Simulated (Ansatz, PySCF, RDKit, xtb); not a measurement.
# Si2SbH7: a search for the lowest isomer

Task: start from the formula Si2SbH7, draw up candidate structures, narrow them down in stages, and characterise the one that lies lowest at 298.15 K.

Plan: many cheap relaxations first (GFN2-xTB), then density-functional screening, relaxation at PBE0-D3(BJ)/def2-SVP, vibrations and a final energy. The numbers are computed, not measured.

7 further runs of the same task are left out: 1 for a known fault of the program, 6 set aside as unsound or not needed.

**1. Possible bonding patterns**

All bonding patterns within simple valence rules are listed by program: one Lewis structure each, at most two rings and one unusual centre or charged pair. O–O, O–halogen and N–halogen bonds and N–N–N chains are not drawn. That gives 4 candidates.

| label | SMILES | spin |
| --- | --- | --- |
| c371 | [SiH3][SiH2][SbH2] | singlet |
| c851 | [SiH3][SiH-][SbH3+] | singlet |
| c863 | [SiH3][SbH][SiH3] | singlet |
| c924 | [SiH2-][SbH2+][SiH3] | singlet |

Candidates are built by distance geometry, with a force field where one applies, in up to four conformers (letters a to d). 15 starts with atoms placed at random are added, to find patterns that the rules miss.

**Question.** With final energies at CCSD(T)/def2-SVP + MP2/def2-TZVPP - MP2/def2-SVP, which structure will this search put lowest in free energy, and by what margin?

| quantity | value |
| --- | --- |
| lowest structure found | [SiH3][SbH][SiH3], singlet, Cs |
| next finalist | [SiH3][SiH2][SbH2], singlet, 6.7 kcal/mol higher in G |
| share at equilibrium, among the finalists | 100.0 % |
| harmonic wavenumbers, lowest and highest (PBE0-D3(BJ)/def2-SVP) | 71 and 2238 cm⁻¹ |
| rotational constants, same geometry | 0.1082, 0.07412, 0.04614 cm⁻¹ |
| dipole moment (PBE0/def2-TZVPD) | 0.13 D |
| HOMO energy (PBE0/def2-TZVPD) | -7.17 eV |
| LUMO energy (PBE0/def2-TZVPD) | -0.68 eV |
| HOMO–LUMO gap (PBE0/def2-TZVPD) | 6.49 eV |
| lowest excitation (TD-CAM-B3LYP/def2-SVPD) | 5.56 eV (f = 0.032) |
| strongest of the states computed, same level | 6.82 eV (f = 0.281) |
| lowest triplet excitation, same level, Tamm-Dancoff | 4.72 eV |
| vertical ionisation energy | 8.96 eV |
| vertical electron affinity | -0.56 eV (unbound: the value depends on the basis) |
| vertical triplet less singlet | +4.61 eV |

`[SiH3][SbH][SiH3]` comes out lowest. Among the finalists first place is clear (6.7 kcal/mol); structures outside the list aren't covered. GFN2-xTB, HF/STO-3G, r2SCAN-D4/def2-SVP, PBE0-D3(BJ)/def2-SVP, HF/def2-SVP and MP2/def2-SVP already put its bonding pattern lowest among the structures in one piece. Spin-orbit coupling, which matters for elements this heavy, is left out. Lowest found is not proven lowest: the search is finite, and each finalist counts with one conformer. Patterns outside the rules of the enumeration were met only by chance. The lowest isomer need not be the one that is made and kept in a bottle, which depends on barriers.
